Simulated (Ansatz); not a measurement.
# InReS4: the cost of one run

Program: Ansatz 0.2.0. Level of theory: DFT PBE, scalar-relativistic, plane waves, PAW. These are calculated values, not measurements.

2 further runs of the same task are left out: 1 that didn't finish, 1 set aside as unsound or not needed.

## (1) The structure to begin with

The structure is tetragonal, space group P4/mmm (No. 123). The conventional cell has a = 4.279 Å, b = 4.279 Å, c = 6.051 Å, α = 90.00°, β = 90.00°, γ = 90.00°. Around In (site symmetry 4/mmm) lie 8 S at 2.70 Å. Around Re (site symmetry 4/mmm) lie 8 S at 2.54 Å. S (site symmetry 2mm) has 2 Re at 2.54 Å and 2 In at 2.70 Å as nearest neighbours.

Structure file:

```cif
data_structure
_symmetry_space_group_name_H-M 'P4/mmm'
_symmetry_Int_Tables_number 123
_cell_length_a 4.2786
_cell_length_b 4.2786
_cell_length_c 6.0508
_cell_angle_alpha 90.000
_cell_angle_beta 90.000
_cell_angle_gamma 90.000
_cell_volume 110.77
loop_
_atom_site_label
_atom_site_type_symbol
_atom_site_symmetry_multiplicity
_atom_site_Wyckoff_symbol
_atom_site_fract_x
_atom_site_fract_y
_atom_site_fract_z
_atom_site_occupancy
In1 In 1 a 0.00000 0.00000 0.00000 1
Re1 Re 1 d 0.50000 0.50000 0.50000 1
S1 S 4 i 0.50000 0.00000 0.72658 1
```

Recipe of the guess: species swapped into a database cell of NbVH4 (P4/mmm, No. 123), with In on the Nb sites, Re on the V sites and S on the H sites. Its size is a rough estimate.

## (2) A first look at the guess

The input, input.yaml:

```yaml
crystal:
  lattice:
    - [4.2786088, 0.0, 0.0]
    - [0.0, 4.2786088, 0.0]
    - [0.0, 0.0, 6.05081796]
  atoms:
    - { symbol: In, position: [0.0, 0.0, 0.0] }
    - { symbol: Re, position: [0.5, 0.5, 0.5], spin: 1.0 }
    - { symbol: S, position: [0.5, 0.0, 0.72657597] }
    - { symbol: S, position: [0.0, 0.5, 0.27342403] }
    - { symbol: S, position: [0.5, 0.0, 0.27342403] }
    - { symbol: S, position: [0.0, 0.5, 0.72657597] }
basis:
  ecutwfc: 420
kpoints:
  mp_grid: { grid: [4, 4, 4] }
hamiltonian:
  xc: pbe
scf:
  occupations: { method: gaussian, width: 0.1 }
  lower_state_search: "off"
output:
  forces: true
  stress: true
  eigenvalues: true
  populations: true
magnetization:
  spin_polarized: true
```

The run is started by

```sh
> ansatz run input.yaml --threads 1 --pin off --max-ram 2560MiB --backend cpu --events-out ev --progress --plain --runs-dir out
```

Q: Estimate wall time and peak memory on 1 thread of Arm Neoverse V1, shared host.

About 19 s, with a peak of 0.42 GiB.
